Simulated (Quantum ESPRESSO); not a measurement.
Al2C, a sheet with vacuum:

```
CELL_PARAMETERS angstrom
3.11480 0.00000 0.00000
-1.55740 2.69750 0.00000
0.00000 0.00000 27.63983
ATOMIC_POSITIONS crystal
Al 0.33333 0.66667 0.25146
Al 0.66667 0.33333 0.32741
C 0.00000 0.00000 0.28944
```

The cell was built by a generator and needn't be a form met in nature.

A sound run:

- Program: Quantum ESPRESSO 7.5
- Task: work function
- Functional: PBE
- Potentials or basis: PseudoDojo 0.4.1 SR PBE standard
- Cutoff: 1116 eV
- Density cutoff: 4463 eV
- k mesh: 10 × 10 × 1
- Occupations: fermi-dirac, width 0.05 eV
- Spin: no spin polarisation

It gives largest force 0.024 eV/Å; band gap on the k mesh none (metal or under the smearing width).

Task: What do these careless settings give instead: cutoff 340 eV in place of 1116 eV; density cutoff 1361 eV in place of 4463 eV?

Result: Largest force 0.169 eV/Å; band gap on the k mesh none (metal or under the smearing width). The run converged, but these numbers show the error of the settings and aren't properties of the sheet.
